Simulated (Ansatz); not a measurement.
# TaW: the cost of one run

Computed with Ansatz 0.2.0 (DFT, LDA, all-electron LAPW, scalar-relativistic, unless a step's input says otherwise).

1 further run of the same task is left out (it didn't finish).

## Step 1: Starting point

Symmetry: Cmmm, No. 65, orthorhombic system. The conventional cell has a = 3.228 Å, b = 4.614 Å, c = 4.521 Å, α = 90.00°, β = 90.00°, γ = 90.00°. Ta (site symmetry mmm) has 4 W at 2.78 Å and 4 Ta at 2.82 Å as nearest neighbours. Around W (site symmetry mmm) lie 4 Ta at 2.78 Å and 4 W at 2.82 Å.

Coordinates:

```cif
data_structure
_symmetry_space_group_name_H-M 'P 1'
_symmetry_Int_Tables_number 1
_cell_length_a 2.8156
_cell_length_b 2.8156
_cell_length_c 4.5214
_cell_angle_alpha 90.000
_cell_angle_beta 90.000
_cell_angle_gamma 110.042
_cell_volume 33.67
loop_
_atom_site_label
_atom_site_type_symbol
_atom_site_fract_x
_atom_site_fract_y
_atom_site_fract_z
_atom_site_occupancy
Ta1 Ta 0.00000 0.00000 0.00000 1
W1 W 0.50000 0.50000 0.50000 1
```

Atoms are numbered in the order of the input: Ta1, W2.

## Step 2: Free moments, LAPW

Contents of input.yaml:

```yaml
crystal:
  lattice:
    - [1.61412879, -2.3070255, 0.0]
    - [1.61412879, 2.3070255, 0.0]
    - [0.0, 0.0, 4.52139841]
  atoms:
    - { symbol: Ta, position: [0.0, 0.0, 0.0], spin: 0.6 }
    - { symbol: W, position: [0.5, 0.5, 0.5], spin: 1.0 }
magnetization:
  spin_polarized: true
kpoints:
  mp_grid: { grid: [14, 14, 9] }
scf:
  occupations: { method: fermi_dirac, width: 0.05 }
  lower_state_search: "off"
hamiltonian:
  xc: lda
  pseudopotentials: { kind: all_electron, lapw: { basis_error: 0.001 } }
output:
  forces: true
  stress: true
  eigenvalues: false
  populations: true
  dos: { projected: true, de: 0.1, e_range: [-8, 5] }
```

Command:

```console
$ ansatz run input.yaml --threads 1 --pin off --max-ram 3072MiB --backend cpu --events-out ev --progress --plain --runs-dir out
```

What time and memory should one allow on 1 thread of Arm Neoverse V2, shared host?

About 7.7 min, with a peak of 2.2 GiB.
